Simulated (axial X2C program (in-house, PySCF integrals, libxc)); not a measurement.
# All-electron X2C curves of AsC

What are the state, bond length, wavenumber and bond energy of AsC, and what does spin–orbit coupling change?

Program: an in-house X2C program for linear molecules on PySCF integrals. Level of theory: all-electron X2C, As dyall-cv3z, C dyall-v3z. These are calculated values, not measurements.

## 1. The job

Input file task.json:

```json
{
 "zs": [
  33,
  6
 ],
 "q": 0,
 "bas": [
  "dyall-cv3z",
  "dyall-v3z"
 ],
 "levels": [
  "PBE0",
  "HF",
  "TPSS"
 ],
 "cc": true,
 "r0": 1.81,
 "thr": -2.0,
 "nmax": 90,
 "npts": 10,
 "nst": 2,
 "ntry": 6
}
```

Keys: zs atomic numbers; q charge; bas basis sets; levels methods (HF also brings MP2); cc coupled cluster on or off; r0 starting distance in Å; thr threshold in hartree for freezing inner shells (an s shell follows its p shell); nmax most natural virtual spinors; npts points asked for on the curve; nst determinants followed; ntry starts of the search.

The run is started by

```sh
> python so2c.py task.json out
```

Spin-free means the one-electron spin-free X2C Hamiltonian; two-component (2c) means X2C with spin–orbit coupling and atomic mean-field two-electron Coulomb and Gaunt terms. Basis: As dyall-cv3z contracted to [9s9p6d4f1g], C dyall-v3z contracted to [7s6p2d1f]; Gaussian nuclei, density fitting. Masses: As 74.922 u, C 12.000 u.

Notation: σ, π±, δ± give the projection m of an orbital's angular momentum (0, ±1, ±2), α and β its spin, Λ and M_S the sums; ω is the projection of a spinor's total angular momentum and Ω the sum. Logs are in hartree.

The results follow Hamiltonian by Hamiltonian and level by level.

## 2. Search for the lowest determinant

PBE0 moves the distance from 1.810 Å to 1.668 Å and compares determinants there.

Spin-free determinants:

| ΔE (eV) | state | open shells |
| --- | --- | --- |
| 0.00 | M_S = 1/2, Λ = 0 | beyond closed shells: σα |
| 0.78 | M_S = 1/2, Λ = 1 | beyond closed shells: π+α, π+β, π-α |
| 3.11 | M_S = 3/2, Λ = 0 | beyond closed shells: σα, π+α, π+β, 2 × π-α |
| 3.11 | M_S = 3/2, Λ = 2 | beyond closed shells: σα, 2 × π+α, π+β, π-α |
| 3.78 | M_S = 1/2, Λ = 0 | beyond closed shells: σβ, π+α, π+β, 2 × π-α |
| 3.89 | M_S = 1/2, Λ = 2 | beyond closed shells: σα, 2 × π+α, π+β, π-β |
| 4.06 | M_S = 1/2, Λ = 2 | beyond closed shells: σα, π+α, 2 × π+β, π-α |

Two-component determinants:

| ΔE (eV) | state | open shells |
| --- | --- | --- |
| 0.00 | Ω = 1/2 | excess of +ω over −ω: ω = 1/2 |
| 0.72 | Ω = 3/2 | excess of +ω over −ω: ω = 3/2 |
| 3.10 | Ω = 7/2 | excess of +ω over −ω: ω = 1/2, 2 × ω = 3/2 |
| 3.21 | Ω = 3/2 | excess of +ω over −ω: ω = 3/2 |
| 3.68 | Ω = 1/2 | excess of +ω over −ω: 2 × ω = -1/2, ω = 3/2 |
| 3.76 | Ω = 5/2 | excess of +ω over −ω: ω = -1/2, 2 × ω = 3/2 |
| 3.79 | Ω = 3/2 | excess of +ω over −ω: 3 × ω = 1/2 |

## 3. PBE0, spin-free

State followed: M_S = 1/2, Λ = 0 (beyond closed shells: σα). The scan is laid around 1.668 Å, a first estimate of the minimum, and this SCF restarts from the orbitals of the search.

The SCF at the reference distance of 1.668 Å:

```text
spin-free X2C-1e  PBE0
basis functions 145  fitting functions 845  grid points 5073
iter        total energy     max residual
   1      -2298.497675548     5.22e-06
   2      -2298.497675547     1.55e-05
converged
one-electron -3322.03439787  Coulomb 1050.09562393  exact exchange -21.92232858  xc functional -67.45257289  nuclear repulsion 62.81599986
```

Along the bond, energies from the lowest point:

| R (Å) | E (eV) | μ (D) | HOMO (eV) | LUMO (eV) | iterations |
| --- | --- | --- | --- | --- | --- |
| 1.451 | 1.4088 | -1.25 | -8.43 | -3.91 | 13 |
| 1.518 | 0.5750 | -1.31 | -8.20 | -4.08 | 13 |
| 1.568 | 0.2199 | -1.36 | -8.04 | -4.19 | 13 |
| 1.618 | 0.0413 | -1.39 | -7.89 | -4.30 | 13 |
| 1.668 | 0.0000 | -1.42 | -7.76 | -4.39 | 2 |
| 1.726 | 0.0810 | -1.43 | -7.61 | -4.47 | 14 |
| 1.785 | 0.2589 | -1.42 | -7.49 | -4.51 | 14 |
| 1.860 | 0.5705 | -1.39 | -7.39 | -4.54 | 13 |
| 1.952 | 1.0069 | -1.39 | -7.32 | -4.55 | 13 |
| 2.085 | 1.6547 | -1.50 | -7.30 | -4.58 | 13 |

Dipoles are positive if C is the positive end.

Outer orbitals at the reference distance:

| symmetry | occupied | ε (eV) | atomic character |
| --- | --- | --- | --- |
| σα | yes | -20.36 | 42% C s, 37% As s, 9% C p |
| σβ | yes | -19.56 | 45% As s, 34% C s, 12% C p |
| σα | yes | -13.48 | 29% As s, 26% C s, 21% C p |
| σβ | yes | -12.04 | 36% As p, 29% As s, 24% C s |
| σα | yes | -9.17 | 51% C p, 31% As p, 11% As s |
| π-α | yes | -8.17 | 56% C p, 39% As p, 2% As d |
| π+α | yes | -8.17 | 56% C p, 39% As p, 2% As d |
| π-β | yes | -7.76 | 56% As p, 40% C p, 2% C d |
| π+β | yes | -7.76 | 56% As p, 40% C p, 2% C d |
| σβ | no | -4.39 | 55% C p, 19% As p, 17% C s |
| π+α | no | -2.02 | 52% As p, 31% C p, 11% As d |
| π-α | no | -2.02 | 52% As p, 31% C p, 11% As d |
| π+β | no | -1.46 | 46% C p, 35% As p, 14% As d |

PBE0 fields in the half plane through the axis: z from -2.4 to 3.9 Å across, distance from the axis 0.15 to 2.25 Å upwards; As lies at z = 0 and C at z = 1.668 Å; the ELF is damped to zero where the density is low.

log10 density (e/bohr³). Ten even steps from '0' (-4.99 ) to '9' (1.40 ):
```
0011222333332222211100
0112233333333333222110
1123334444444433332210
1223444555544444433211
1233455555555555443221
2234556666666665544321
2334556787666666554322
2344567898766786654322
```

ELF. Ten even steps from '0' (0.00 ) to '9' (0.92 ):
```
0000011222211100000000
0000134444433221000000
0002466766555443210000
0024688887666666532000
0136898776777888764100
0257996322578899987310
0368972363278559998510
0368962828166376998620
```

Re = 1.660 Å, ωe = 1066 cm⁻¹, ωexe = 8.31 cm⁻¹, Be = 0.5911 cm⁻¹, De = 4.35 eV, μ = -1.42 D. ⟨S²⟩ = 0.83 against 0.75 for a pure state, so this determinant mixes spins.

## 4. HF, spin-free

The SCF at the reference distance of 1.668 Å:

```text
spin-free X2C-1e  HF
basis functions 145  fitting functions 845  grid points 5073
iter        total energy     max residual
   1      -2296.812088392     2.79e-01
   2      -2296.838041519     1.40e-02
   3      -2296.842040542     1.55e-02
   4      -2296.844633987     1.07e-02
   5      -2296.847890520     9.63e-03
   6      -2296.849757392     9.86e-03
   7      -2296.853401918     9.31e-03
   8      -2296.838630537     2.49e-02
   9      -2296.865727873     1.01e-03
  10      -2296.865746420     5.62e-04
  11      -2296.865642158     1.47e-03
  12      -2296.865763783     3.64e-04
  13      -2296.865758195     4.49e-04
  14      -2296.865770429     5.02e-05
  15      -2296.865770601     9.39e-06
  16      -2296.865770604     3.78e-06
  17      -2296.865770605     1.32e-06
converged
one-electron -3322.27640478  Coulomb 1050.54507016  exact exchange -87.95043584  xc functional 0.00000000  nuclear repulsion 62.81599986
```

Re = 1.747 Å, ωe = 810 cm⁻¹, ωexe = 4.46 cm⁻¹, Be = 0.5339 cm⁻¹, De = 1.98 eV, μ = -0.56 D. ⟨S²⟩ = 2.00 against 0.75 for a pure state, so this determinant mixes spins.

## 5. TPSS, spin-free

Output at 1.668 Å:

```text
spin-free X2C-1e  TPSS
basis functions 145  fitting functions 845  grid points 5073
iter        total energy     max residual
   1      -2298.789752694     6.71e-02
   2      -2298.791408611     1.12e-02
   3      -2298.788699326     1.93e-02
   4      -2298.786690420     2.56e-02
   5      -2298.792280128     9.02e-04
   6      -2298.792313390     4.13e-04
   7      -2298.792335226     3.17e-04
   8      -2298.792347124     6.15e-05
   9      -2298.792347191     7.82e-06
  10      -2298.792347192     1.01e-05
converged
one-electron -3321.59563930  Coulomb 1049.62956290  exact exchange 0.00000000  xc functional -89.64227065  nuclear repulsion 62.81599986
```

Re = 1.673 Å, ωe = 1035 cm⁻¹, ωexe = 5.3 cm⁻¹, Be = 0.5822 cm⁻¹, De = 4.64 eV, μ = -1.43 D.

## 6. Correlated methods, spin-free

Correlated methods: 9 electrons correlated (frozen shells, counted by type: As 3 s, 2 p, 1 d; C 1 s), 207 virtual spinors in MP2, 89 natural virtuals in coupled cluster.

Output of the correlated part at 1.668 Å:

```text
correlated 9  virtual 207  natural virtual 89  E(MP2) -0.191810633  MP2 remainder -0.004945577
iter   CCSD correlation   residual
   1     -0.203121645   1.38e-01
   2     -0.214203300   9.02e-02
   3     -0.224789674   6.70e-02
   4     -0.234415035   4.14e-02
   5     -0.235738809   1.39e-02
   6     -0.236324470   6.71e-03
   7     -0.236382600   3.88e-03
   8     -0.236272509   1.73e-03
   9     -0.236331728   6.91e-04
  10     -0.236317486   2.28e-04
  11     -0.236324138   6.99e-05
  12     -0.236325275   2.29e-05
  13     -0.236325989   8.57e-06
  14     -0.236326431   3.49e-06
  15     -0.236326632   1.57e-06
  16     -0.236326689   6.54e-07
  17     -0.236326676   3.36e-07
(T) -0.016045218  T1 0.1405  D1 0.2048  max T2 0.115
```

T1 in the output is the amplitude norm over the root of the electron number; divide by √2 for the Lee–Taylor value.

MP2: No constants are quoted: the reference is strongly spin-contaminated.

CCSD: Re = 1.669 Å, ωe = 1049 cm⁻¹, ωexe = 6.89 cm⁻¹, Be = 0.585 cm⁻¹, De = 3.67 eV. T1 at Re = 0.099 (Lee–Taylor, the printed value over √2).

CCSD(T): Re = 1.671 Å, ωe = 1065 cm⁻¹, ωexe = 6.08 cm⁻¹, Be = 0.5839 cm⁻¹, De = 3.98 eV. T1 at Re = 0.099 (Lee–Taylor, the printed value over √2).

## 7. A higher determinant, spin-free

State: M_S = 1/2, Λ = 1 (beyond closed shells: π+α, π+β, π-α).

Output at the reference distance:

```text
spin-free X2C-1e  PBE0
basis functions 145  fitting functions 845  grid points 5073
iter        total energy     max residual
   1      -2298.469127454     1.39e-06
   2      -2298.469127454     1.76e-06
converged
one-electron -3321.65684372  Coulomb 1049.75745470  exact exchange -21.92805218  xc functional -67.45768610  nuclear repulsion 62.81599986
```

| R (Å) | E above the lowest PBE0 point (eV) |
| --- | --- |
| 1.451 | 3.267 |
| 1.518 | 2.057 |
| 1.568 | 1.446 |
| 1.618 | 1.032 |
| 1.668 | 0.777 |
| 1.726 | 0.637 |
| 1.785 | 0.628 |
| 1.860 | 0.758 |
| 1.952 | 1.066 |

Re = 1.760 Å, ωe = 926 cm⁻¹, ωexe = 3.71 cm⁻¹, Be = 0.5264 cm⁻¹, μ = -2.44 D. Te = 0.62 eV.

## 8. The spin-free curves together

Energy (eV) of the followed determinant, spin-free, from each level's lowest point:

| R (Å) | PBE0 | HF | MP2 (spin-contaminated) | CCSD | CCSD(T) | TPSS |
| --- | --- | --- | --- | --- | --- | --- |
| 1.451 | 1.409 | 1.947 | 1.101 | n/a | n/a | 1.515 |
| 1.518 | 0.575 | 1.011 | 0.410 | 0.642 | 0.666 | 0.652 |
| 1.568 | 0.220 | 0.556 | 0.142 | 0.261 | 0.275 | 0.273 |
| 1.618 | 0.041 | 0.259 | 0.020 | 0.060 | 0.066 | 0.068 |
| 1.668 | 0.000 | 0.085 | 0.000 | 0.000 | 0.000 | 0.000 |
| 1.726 | 0.081 | 0.000 | 0.068 | 0.061 | 0.061 | 0.052 |
| 1.785 | 0.259 | 0.011 | 0.204 | 0.224 | 0.228 | 0.208 |
| 1.860 | 0.570 | 0.125 | 0.442 | 0.524 | 0.544 | 0.509 |
| 1.952 | 1.007 | 0.364 | 0.789 | n/a | n/a | 0.959 |
| 2.085 | 1.655 | 0.814 | 1.341 | n/a | n/a | 1.632 |

## 9. PBE0, 2c

State followed: Ω = 1/2 (excess of +ω over −ω: ω = 1/2). The scan is laid around 1.668 Å, a first estimate of the minimum, and this SCF restarts from the orbitals of the search.

Output at 1.668 Å:

```text
two-component X2C + atomic mean field  PBE0
basis functions 145  fitting functions 845  grid points 5073
iter        total energy     max residual
   1      -2297.752614784     1.37e-05
   2      -2297.752614794     1.51e-05
   3      -2297.752614797     1.47e-05
   4      -2297.752614803     1.24e-05
   5      -2297.752614813     3.73e-06
   6      -2297.752614815     1.03e-06
converged
one-electron -3320.10484025  Coulomb 1049.68247203  exact exchange -21.91365922  xc functional -67.42622129  nuclear repulsion 62.81599986  atomic mean-field constant -0.80636594
```

Along the bond, energies from the lowest point:

| R (Å) | E (eV) | μ (D) | HOMO (eV) | LUMO (eV) | iterations |
| --- | --- | --- | --- | --- | --- |
| 1.451 | 1.4153 | -1.25 | -8.37 | -3.91 | 13 |
| 1.518 | 0.5794 | -1.32 | -8.14 | -4.08 | 13 |
| 1.568 | 0.2228 | -1.36 | -7.98 | -4.19 | 13 |
| 1.618 | 0.0427 | -1.40 | -7.84 | -4.30 | 13 |
| 1.668 | 0.0000 | -1.43 | -7.70 | -4.39 | 6 |
| 1.726 | 0.0796 | -1.44 | -7.55 | -4.47 | 15 |
| 1.785 | 0.2565 | -1.43 | -7.43 | -4.52 | 16 |
| 1.860 | 0.5676 | -1.40 | -7.31 | -4.54 | 16 |
| 1.952 | 1.0038 | -1.40 | -7.23 | -4.56 | 16 |
| 2.085 | 1.6511 | -1.51 | -7.21 | -4.58 | 16 |

Dipoles are positive if C is the positive end.

Outer spinors at the reference distance:

```
   ω  occupied  ε (eV)             atomic character  λ mixture
 1/2       yes  -20.36    42% C s, 37% As s, 9% C p     100% σ
-1/2       yes  -19.56   45% As s, 34% C s, 12% C p     100% σ
 1/2       yes  -13.48   29% As s, 26% C s, 21% C p     100% σ
-1/2       yes  -12.04  36% As p, 29% As s, 24% C s     100% σ
 1/2       yes   -9.17  51% C p, 31% As p, 11% As s     100% σ
-1/2       yes   -8.20   55% C p, 40% As p, 2% As d     100% π
 3/2       yes   -8.13   57% C p, 38% As p, 2% As d     100% π
 1/2       yes   -7.81    57% As p, 39% C p, 2% C d     100% π
-3/2       yes   -7.70    55% As p, 41% C p, 2% C d     100% π
-1/2        no   -4.39   55% C p, 19% As p, 17% C s     100% σ
-1/2        no   -2.05  51% As p, 32% C p, 11% As d     100% π
 3/2        no   -1.97  53% As p, 30% C p, 11% As d     100% π
 1/2        no   -1.48  47% C p, 34% As p, 14% As d     100% π
```

PBE0 fields in the half plane through the axis: z from -2.4 to 3.9 Å across, distance from the axis 0.15 to 2.25 Å upwards; As lies at z = 0 and C at z = 1.668 Å; the ELF is damped to zero where the density is low.

log10 density (e/bohr³). Ten even steps from ' ' (-4.99 ) to '@' (1.40 ):
```
    ....::::::----------::::::::::......    
  ....::::----------------------::::::....  
....::------================--------::::..  
..::::--======++++++++============----::....
..::----==++++++++++++++++++++++====--::::..
::::--==++++******************++++====--::..
::----==++++**##%%##************++++==--::::
::--====++**##%%@@%%##****##%%****++==--::::
```

ELF. Ten even steps from ' ' (0.00 ) to '@' (0.92 ):
```
          ....::::::::......                
        ..--==========----::::..            
      ::==****##****++++++====--::..        
    ::==**%%%%%%%%##************++--::      
  ..--**%%@@%%##****######%%%%%%##**==..    
  ::++##@@@@**--::::++##%%%%@@@@@@%%##--..  
  --**%%@@##::--**--::##%%++++@@@@@@%%++..  
  --**%%@@**::%%::%%..****--##**@@@@%%**::  
```

Re = 1.661 Å, ωe = 1065 cm⁻¹, ωexe = 8.2 cm⁻¹, Be = 0.5907 cm⁻¹, De = 4.34 eV, μ = -1.42 D.

## 10. HF, 2c

The SCF at the reference distance of 1.668 Å:

```text
two-component X2C + atomic mean field  HF
basis functions 145  fitting functions 845  grid points 5073
iter        total energy     max residual
   1      -2296.067371199     2.79e-01
   2      -2296.093286082     1.44e-02
   3      -2296.097235428     1.54e-02
   4      -2296.099791719     1.09e-02
   5      -2296.103007984     9.61e-03
   6      -2296.104849930     9.79e-03
   7      -2296.107874148     9.42e-03
   8      -2296.100166858     2.18e-02
   9      -2296.120711729     2.25e-03
  10      -2296.120905702     4.21e-04
  11      -2296.120891492     8.01e-04
  12      -2296.120923329     3.68e-04
  13      -2296.120899655     7.11e-04
  14      -2296.120924999     4.35e-04
  15      -2296.120942054     1.57e-04
  16      -2296.120945012     6.47e-05
  17      -2296.120945097     4.82e-05
  18      -2296.120945204     1.07e-05
  19      -2296.120945210     1.72e-06
  20      -2296.120945210     7.14e-07
converged
one-electron -3320.34356803  Coulomb 1050.12848510  exact exchange -87.91549620  xc functional 0.00000000  nuclear repulsion 62.81599986  atomic mean-field constant -0.80636594
```

Re = 1.748 Å, ωe = 809 cm⁻¹, ωexe = 4.46 cm⁻¹, Be = 0.5336 cm⁻¹, De = 1.98 eV, μ = -0.57 D.

## 11. TPSS, 2c

Output at 1.668 Å:

```text
two-component X2C + atomic mean field  TPSS
basis functions 145  fitting functions 845  grid points 5073
iter        total energy     max residual
   1      -2298.044327010     6.70e-02
   2      -2298.045994614     1.13e-02
   3      -2298.043186237     1.97e-02
   4      -2298.041192073     2.58e-02
   5      -2298.046866849     9.03e-04
   6      -2298.046898959     4.07e-04
   7      -2298.046919786     3.14e-04
   8      -2298.046931442     6.10e-05
   9      -2298.046931507     7.95e-06
  10      -2298.046931508     1.00e-05
converged
one-electron -3319.66539416  Coulomb 1049.21594310  exact exchange 0.00000000  xc functional -89.60711436  nuclear repulsion 62.81599986  atomic mean-field constant -0.80636594
```

Re = 1.674 Å, ωe = 1034 cm⁻¹, ωexe = 5.28 cm⁻¹, Be = 0.5818 cm⁻¹, De = 4.63 eV, μ = -1.44 D.

## 12. Correlated methods, 2c

Correlated methods: 9 electrons correlated (frozen shells, counted by type: As 3 s, 2 p, 1 d; C 1 s), 207 virtual spinors in MP2, 90 natural virtuals in coupled cluster.

Output of the correlated part at 1.668 Å:

```text
correlated 9  virtual 207  natural virtual 90  E(MP2) -0.191876989  MP2 remainder -0.004722601
iter   CCSD correlation   residual
   1     -0.203373572   1.38e-01
   2     -0.214464845   9.03e-02
   3     -0.225073514   6.70e-02
   4     -0.234692996   4.15e-02
   5     -0.236035570   1.40e-02
   6     -0.236617384   6.75e-03
   7     -0.236685216   3.91e-03
   8     -0.236570997   1.76e-03
   9     -0.236632141   7.28e-04
  10     -0.236617367   2.89e-04
  11     -0.236623887   1.61e-04
  12     -0.236624191   1.21e-04
  13     -0.236625714   8.65e-05
  14     -0.236627458   4.21e-05
  15     -0.236628301   1.54e-05
  16     -0.236628436   6.28e-06
  17     -0.236628366   3.36e-06
  18     -0.236628268   2.08e-06
  19     -0.236628218   1.04e-06
  20     -0.236628208   3.96e-07
(T) -0.016096677  T1 0.1407  D1 0.2087  max T2 0.117
```

MP2: No constants are quoted: the reference is strongly spin-contaminated.

CCSD: Re = 1.670 Å, ωe = 1047 cm⁻¹, ωexe = 6.63 cm⁻¹, Be = 0.5846 cm⁻¹, De = 3.67 eV. T1 at Re = 0.100 (Lee–Taylor, the printed value over √2).

CCSD(T): Re = 1.671 Å, ωe = 1063 cm⁻¹, ωexe = 5.68 cm⁻¹, Be = 0.5835 cm⁻¹, De = 3.98 eV. T1 at Re = 0.100 (Lee–Taylor, the printed value over √2).

## 13. A higher determinant, 2c

State: Ω = 3/2 (excess of +ω over −ω: ω = 3/2).

Output at the reference distance:

```text
two-component X2C + atomic mean field  PBE0
basis functions 145  fitting functions 845  grid points 5073
iter        total energy     max residual
   1      -2297.726008729     2.45e-05
   2      -2297.726008744     2.32e-05
   3      -2297.726008748     2.12e-05
   4      -2297.726008755     7.15e-06
   5      -2297.726008756     3.06e-06
converged
one-electron -3319.75553606  Coulomb 1049.37161653  exact exchange -21.91962447  xc functional -67.43209867  nuclear repulsion 62.81599986  atomic mean-field constant -0.80636594
```

| R (Å) | E above the lowest PBE0 point (eV) |
| --- | --- |
| 1.451 | 3.216 |
| 1.518 | 2.005 |
| 1.568 | 1.394 |
| 1.618 | 0.979 |
| 1.668 | 0.724 |
| 1.726 | 0.583 |
| 1.785 | 0.574 |
| 1.860 | 0.703 |
| 1.952 | 1.010 |

Re = 1.760 Å, ωe = 925 cm⁻¹, ωexe = 3.72 cm⁻¹, Be = 0.5262 cm⁻¹, μ = -2.43 D. Te = 0.56 eV.

## 14. The 2c curves together

Energy (eV) of the followed determinant, 2c, from each level's lowest point:

| R (Å) | PBE0 | HF | MP2 (spin-contaminated) | CCSD | CCSD(T) | TPSS |
| --- | --- | --- | --- | --- | --- | --- |
| 1.451 | 1.415 | 1.952 | 1.105 | n/a | n/a | 1.521 |
| 1.518 | 0.579 | 1.014 | 0.412 | 0.647 | 0.672 | 0.656 |
| 1.568 | 0.223 | 0.558 | 0.143 | 0.264 | 0.278 | 0.275 |
| 1.618 | 0.043 | 0.260 | 0.020 | 0.062 | 0.067 | 0.069 |
| 1.668 | 0.000 | 0.085 | 0.000 | 0.000 | 0.000 | 0.000 |
| 1.726 | 0.080 | 0.000 | 0.068 | 0.060 | 0.059 | 0.051 |
| 1.785 | 0.257 | 0.010 | 0.203 | 0.221 | 0.226 | 0.205 |
| 1.860 | 0.568 | 0.123 | 0.440 | 0.525 | 0.546 | 0.505 |
| 1.952 | 1.004 | 0.362 | 0.787 | n/a | n/a | 0.954 |
| 2.085 | 1.651 | 0.811 | 1.337 | n/a | n/a | 1.628 |

Time for the job: 2.6 min (1 thread of Arm Neoverse V1, shared host); peak memory 0.55 GiB.

## 15. Results

Lowest determinant that the search found at its distance, spin-free: M_S = 1/2, Λ = 0 (beyond closed shells: σα).

Lowest determinant that the search found at its distance, 2c: Ω = 1/2 (excess of +ω over −ω: ω = 1/2).

| Hamiltonian | level | Re (Å) | ωe (cm⁻¹) | De (eV) | μ (D) |
| --- | --- | --- | --- | --- | --- |
| spin-free | PBE0 | 1.660 | 1066 | 4.35 | -1.42 |
| spin-free | HF | 1.747 | 810 | 1.98 | -0.56 |
| spin-free | CCSD | 1.669 | 1049 | 3.67 | n/a |
| spin-free | CCSD(T) | 1.671 | 1065 | 3.98 | n/a |
| spin-free | TPSS | 1.673 | 1035 | 4.64 | -1.43 |
| 2c | PBE0 | 1.661 | 1065 | 4.34 | -1.42 |
| 2c | HF | 1.748 | 809 | 1.98 | -0.57 |
| 2c | CCSD | 1.670 | 1047 | 3.67 | n/a |
| 2c | CCSD(T) | 1.671 | 1063 | 3.98 | n/a |
| 2c | TPSS | 1.674 | 1034 | 4.63 | -1.44 |

Dipoles are positive if C is the positive end. No constants: spin-free MP2 (the reference is strongly spin-contaminated); 2c MP2 (the reference is strongly spin-contaminated). Spin-free ⟨S²⟩ is off its pure value at PBE0 0.83, HF 2.00.

Time per point (s) on 1 thread of Arm Neoverse V1, shared host (2c runs; CCSD comes with the CCSD(T) run); the times are rough: PBE0 0.55, HF 0.4, CCSD(T) 8.3, TPSS 0.64.

What this shows: At CCSD(T), going from spin-free to two-component changes Re by +1 mÅ, ωe by -0.2 %; the spin-free picture holds up (part of it comes from the scalar share of the two-electron terms). De moves by 0.00 eV; both De rest on single-determinant atoms, which can miss part of an open shell's spin–orbit lowering.

De refers to As + C, each in the lowest determinant found, which need not be this curve's own limit. Each curve is one determinant whose occupation by symmetry is held fixed; it was picked as the lowest of a PBE0 search that is not exhaustive. Dissociation energies refer to the lowest single-determinant-based atoms at the same level and basis. Density functionals use the spin component along the axis (collinear). CCSD and (T) use frozen natural virtuals with an MP2 correction for the truncation. The meta-GGAs lack a current-density term, which matters for open shells with orbital currents, atoms included. The spin-free determinant is spin-contaminated at some levels. T1 at Re is 0.100 (Lee–Taylor), above the customary mark of 0.02.
